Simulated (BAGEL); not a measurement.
# PBE0/def2-SVP (density fitting with qzvpp-jkfit) run of [GaF4]− (SMILES [F][Ga-]([F])([F])[F])

What is the energy change on altering one bond length of [GaF4]− at PBE0/def2-SVP (density fitting with qzvpp-jkfit)? 

The results are computed with BAGEL 1.2.2.

6 further runs of the same task are left out: 5 that didn't finish, 1 set aside as unsound or not needed.

## (1) Starting point

The species is [GaF4]− (5 atoms), meant as a singlet with charge -1. SMILES: `[F][Ga-]([F])([F])[F]`. Geometry: a GFN2-xTB relaxation, a rough one for these elements and not checked as a minimum.

Bond lengths: Ga1–F2 1.766 Å, Ga1–F3 1.764 Å, Ga1–F4 1.765 Å, Ga1–F5 1.764 Å. Angles: F2–Ga1–F3 109.3°, F2–Ga1–F4 109.6°, F2–Ga1–F5 109.5°, F3–Ga1–F4 109.5°, F3–Ga1–F5 109.6°, F4–Ga1–F5 109.3°.

## (2) A single-point energy at PBE0/def2-SVP (density fitting with qzvpp-jkfit)

The input, job.json:

```json
{ "bagel" : [

{
  "title" : "molecule",
  "basis" : "svp",
  "df_basis" : "qzvpp-jkfit",
  "angstrom" : "true",
  "geometry" : [
    { "atom" : "Ga", "xyz" : [       0.000160,      -0.000130,      -0.000070 ] },
    { "atom" : "F", "xyz" : [       0.013270,      -0.019080,       1.765320 ] },
    { "atom" : "F", "xyz" : [       1.660890,       0.011250,      -0.595480 ] },
    { "atom" : "F", "xyz" : [      -0.840540,       1.443030,      -0.571690 ] },
    { "atom" : "F", "xyz" : [      -0.833770,      -1.435070,      -0.598070 ] }
  ]
},

{ "title" : "ks", "xc_func" : "pbe0", "charge" : -1 },

{ "title" : "print", "file" : "orbitals.molden", "orbitals" : "true" }

]}
```

Launch:

```bash
$ BAGEL_NUM_THREADS=1 BAGEL job.json > job.out
```

What it wrote:

```text
* using 1 threads per process

  ===============================================================
  ===============================================================

  *** Geometry ***

  { "atom" : "Ga", "xyz" : [      0.000302,     -0.000246,     -0.000132 ] },
  { "atom" : "F", "xyz" : [      0.025077,     -0.036056,      3.335971 ] },
  { "atom" : "F", "xyz" : [      3.138627,      0.021259,     -1.125294 ] },
  { "atom" : "F", "xyz" : [     -1.588390,      2.726931,     -1.080338 ] },
  { "atom" : "F", "xyz" : [     -1.575597,     -2.711889,     -1.130189 ] },

  Number of auxiliary basis functions:      574

  Since a DF basis is specified, we compute 2- and 3-index integrals:
    o Being stored without compression. Storage requirement is 0.036 GB

  Number of basis functions:       88
  Number of electrons      :       67

    * METHOD: MOLECULE                             0.28

  *** Kohn-Sham DFT ***

    * Removing 8071 points whose weight is below 1.00e-10
    * Grid points: 66459

  === Nuclear Repulsion ===
   423.8726233574

       - DIIS with orbital gradients will be used.

  === KS iteration (pbe0 / svp) ===
      0      -2241.07418731          0.15306487           0.39
      1      -2078.25017113          0.24316261           0.36
      2      -2225.02577187          0.15248035           0.36
      3      -2299.55020028          0.12239033           0.36
      4      -2320.68914914          0.06524121           0.36
      5      -2322.11966800          0.05564706           0.36
      6      -2322.24078153          0.04854237           0.36
      7      -2322.68842238          0.02926519           0.37
      8      -2323.24117922          0.00953469           0.36
      9      -2323.29865061          0.00143830           0.36
     10      -2323.29942076          0.00083683           0.36
     11      -2323.29980805          0.00013869           0.37
     12      -2323.29981413          0.00008478           0.36
     13      -2323.29981763          0.00002972           0.36
     14      -2323.29981805          0.00000272           0.36
     15      -2323.29981806          0.00000101           0.36
     16      -2323.29981806          0.00000059           0.35
     17      -2323.29981806          0.00000021           0.35
     18      -2323.29981806          0.00000011           0.36
     19      -2323.29981806          0.00000003           0.36
     20      -2323.29981806          0.00000001           0.35
     21      -2323.29981806          0.00000001           0.35
    * SCF iteration converged.

    * Permanent dipole moment:
           (   -0.000915,     0.001086,     0.000858) a.u.

    * METHOD: KS                                   8.20

    * METHOD: PRINT                                0.01

  ===============================================================
```

It took 8.7 s on 1 thread of Arm Neoverse V2, shared host; peak memory 0.34 GiB.

## (3) The distorted shape, same level

The input, calc.json:

```json
{ "bagel" : [

{
  "title" : "molecule",
  "basis" : "svp",
  "df_basis" : "qzvpp-jkfit",
  "angstrom" : true,
  "geometry" : [
    { "atom" : "Ga", "xyz" : [   -0.015572,    0.022610,   -2.118549 ] },
    { "atom" : "F", "xyz" : [    0.013270,   -0.019080,    1.765320 ] },
    { "atom" : "F", "xyz" : [    1.645158,    0.033990,   -2.713959 ] },
    { "atom" : "F", "xyz" : [   -0.856272,    1.465770,   -2.690169 ] },
    { "atom" : "F", "xyz" : [   -0.849502,   -1.412330,   -2.716549 ] }
  ]
},
{ "title" : "ks", "xc_func" : "pbe0", "charge" : -1 },
{ "title" : "print", "file" : "orbitals.molden", "orbitals" : true }

]}
```

Launch:

```bash
$ BAGEL_NUM_THREADS=1 BAGEL calc.json > calc.out
```

What it wrote:

```text
* using 1 threads per process

  ===============================================================
  ===============================================================

  *** Geometry ***

  { "atom" : "Ga", "xyz" : [     -0.029427,      0.042727,     -4.003477 ] },
  { "atom" : "F", "xyz" : [      0.025077,     -0.036056,      3.335971 ] },
  { "atom" : "F", "xyz" : [      3.108898,      0.064232,     -5.128639 ] },
  { "atom" : "F", "xyz" : [     -1.618120,      2.769904,     -5.083683 ] },
  { "atom" : "F", "xyz" : [     -1.605326,     -2.668917,     -5.133534 ] },

  Number of auxiliary basis functions:      574

  Since a DF basis is specified, we compute 2- and 3-index integrals:
    o Being stored without compression. Storage requirement is 0.036 GB

  Number of basis functions:       88
  Number of electrons      :       67

    * METHOD: MOLECULE                             0.28

  *** Kohn-Sham DFT ***

    * Removing 6696 points whose weight is below 1.00e-10
    * Grid points: 67834

  === Nuclear Repulsion ===
   360.5952683309

       - DIIS with orbital gradients will be used.

  === KS iteration (pbe0 / svp) ===
      0      -2224.95042198          0.14702107           0.38
      1      -1929.92829907          0.20097309           0.35
      2      -2207.69404218          0.14906442           0.35
      3      -2282.99234718          0.12111397           0.35
      4      -2320.18990104          0.06077772           0.35
      5      -2319.67763290          0.08472292           0.35
      6      -2313.04115912          0.16139863           0.35
      7      -2322.01379275          0.05525496           0.35
      8      -2321.36854795          0.05458936           0.35
      9      -2309.77094994          0.03735633           0.35
     10      -2321.14987233          0.04309695           0.35
     11      -2322.12790717          0.03083069           0.35
     12      -2322.13057269          0.03285935           0.35
     13      -2322.60425878          0.02313645           0.35
     14      -2322.81205893          0.01806420           0.35
     15      -2321.74186111          0.02466490           0.34
     16      -2323.05830702          0.00643438           0.34
     17      -2322.88584602          0.01603475           0.35
     18      -2323.11593851          0.00292152           0.35
     19      -2323.12072568          0.00131115           0.35
     20      -2323.12289352          0.00038135           0.35
     21      -2323.12272447          0.00051729           0.34
     22      -2323.12297695          0.00019978           0.34
     23      -2323.12302408          0.00004041           0.34
     24      -2323.12302454          0.00001875           0.34
     25      -2323.12302489          0.00000336           0.35
     26      -2323.12302490          0.00000012           0.35
     27      -2323.12302490          0.00000009           0.35
     28      -2323.12302490          0.00000003           0.35
     29      -2323.12302490          0.00000003           0.35
     30      -2323.12302490          0.00000001           0.35
     31      -2323.12302490          0.00000002           0.35
     32      -2323.12302490          0.00000001           0.35
    * SCF iteration converged.

    * Permanent dipole moment:
           (    0.019714,    -0.029708,     2.912671) a.u.

    * METHOD: KS                                  11.73

    * METHOD: PRINT                                0.01

  ===============================================================
```

Run time: 12 s. Hardware: 1 thread of Arm Neoverse V2, shared host; peak memory 0.35 GiB.

## (4) What came out

At PBE0/def2-SVP (density fitting with qzvpp-jkfit):

```
                                                              quantity           value
                                             first shape: total energy  -2323.29982 Eh
                                              first shape: HOMO energy        -4.81 eV
                                              first shape: LUMO energy         5.58 eV
    first shape: HOMO–LUMO gap (to an unbound level, set by the basis)        10.39 eV
                                         distorted shape: total energy  -2323.12302 Eh
                                          distorted shape: HOMO energy        -1.41 eV
                                          distorted shape: LUMO energy         0.66 eV
distorted shape: HOMO–LUMO gap (to an unbound level, set by the basis)         2.07 eV
    energy change with the Ga1–F2 bond stretched from 1.766 to 3.884 Å        4.811 eV
```

**Reading.** With the Ga1–F2 bond stretched from 1.766 to 3.884 Å the energy rises by 4.81 eV (111 kcal/mol). The first shape isn't relaxed at this level, so the change isn't measured from a minimum.
